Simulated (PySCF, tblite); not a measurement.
# C7H16P+: geometry, infrared bands and NMR shifts

Aim: predict the infrared bands and NMR shifts of C7H16P+ (`C=C[P@H+](C)CCCC`).

Computed with tblite 0.8.0 and PySCF 2.14.0, with density-fitted response routines of our own, on a single molecule in the gas phase. Atoms are numbered from 0 throughout.

## (1) The molecule as given

24 atoms, charge 1, multiplicity 1; geometry from: force field or distance geometry start.

Bonds of the start (Å): C0–C1 1.33, C1–P2 1.75, P2–C3 1.79, P2–C4 1.80, C4–C5 1.52, C5–C6 1.53, C6–C7 1.52, C0–H8 1.08, C0–H9 1.10, C1–H10 1.09, P2–H11 1.41, C3–H12 1.11, C3–H13 1.09, C3–H14 1.09, C4–H15 1.10, C4–H16 1.09, C5–H17 1.10, C5–H18 1.09, C6–H19 1.09, C6–H20 1.11, C7–H21 1.09, C7–H22 1.10, C7–H23 1.10.

## (2) Relaxing the molecule with GFN2-xTB

The job: settings as JSON, then the geometry in Å.

```
{"job": {"kind": "relax", "xc": "GFN2-xTB", "basis": "xTB"}, "charge": 1, "multiplicity": 1}
C     -3.553000     0.903400     0.638300
C     -2.755200    -0.119000     0.360800
P     -1.181800     0.089400    -0.387000
C     -1.255100    -1.026500    -1.790000
C     -0.054900    -0.683900     0.781700
C      1.403600    -0.649300     0.339900
C      1.954200     0.779700     0.252000
C      3.433400     0.790000    -0.115200
H     -3.273800     1.921400     0.393000
H     -4.529900     0.748400     1.116800
H     -3.082500    -1.126400     0.636500
H     -0.947000     1.444600    -0.695300
H     -1.452400    -2.058400    -1.444500
H     -0.300200    -1.018500    -2.325100
H     -2.047600    -0.726400    -2.474300
H     -0.160600    -0.181400     1.756600
H     -0.355400    -1.722500     0.920700
H      2.000900    -1.228500     1.063800
H      1.515500    -1.138600    -0.624000
H      1.400300     1.352100    -0.485500
H      1.821600     1.291000     1.222900
H      4.024200     0.253500     0.627000
H      3.803500     1.821500    -0.164900
H      3.580200     0.304200    -1.093900
```

On the command line:

```
$ OMP_NUM_THREADS=1 python probes_run.py task.json out
```

The driver reads the jobs from task.json and runs them one after another.

**Question.** This job is followed by: GFN2-xTB harmonic vibrations, gas phase; GIAO PBE0/pcSseg-1 NMR shielding, non-relativistic, gas phase. What will the session give for the following? strongest single infrared mode (GFN2-xTB); zero-point energy (GFN2-xTB); 13C shifts against TMS (PBE0/pcSseg-1); 1H shifts against TMS (PBE0/pcSseg-1, means over atoms taken as alike); 31P shifts against H3PO4 (PBE0/pcSseg-1).

The runs gave:

| quantity | value |
| --- | --- |
| strongest single infrared mode (GFN2-xTB) | 882 cm⁻¹, 106 km/mol |
| zero-point energy (GFN2-xTB) | 130.8 kcal/mol |
| 13C shifts against TMS (PBE0/pcSseg-1) | 157.1, 121.8, 29.3, 28.9, 27.2, 15.9, 4.9 ppm |
| 1H shifts against TMS (PBE0/pcSseg-1, means over atoms taken as alike) | 7.33, 7.07, 6.25, 5.95, 2.62, 2.54, 2.18, 2.09, 1.56, 1.45, 1.40, 1.00 ppm |
| 31P shifts against H3PO4 (PBE0/pcSseg-1) | -9.2 ppm |

In words: Over 113 steps the energy fell by 0.267 eV; of the close pairs, C1–P2 changed most, 1.754 to 1.792 Å. No mode is imaginary among the 66: a minimum at this level. The strongest single mode, at 882 cm⁻¹, is carried by H14, H13, P2, C3. Unscaled tight-binding wavenumbers are off by several per cent, some by more. Its intensities can rank the bands wrongly. At PBE0/pcSseg-1: Shielding is most anisotropic at C0 (span 263 ppm, paramagnetic term -223 ppm). By nearest atom (PBE0/pcSseg-1), the HOMO sits on C0, C1 about 31 % each and the LUMO on C0 34 %; C1 23 %.
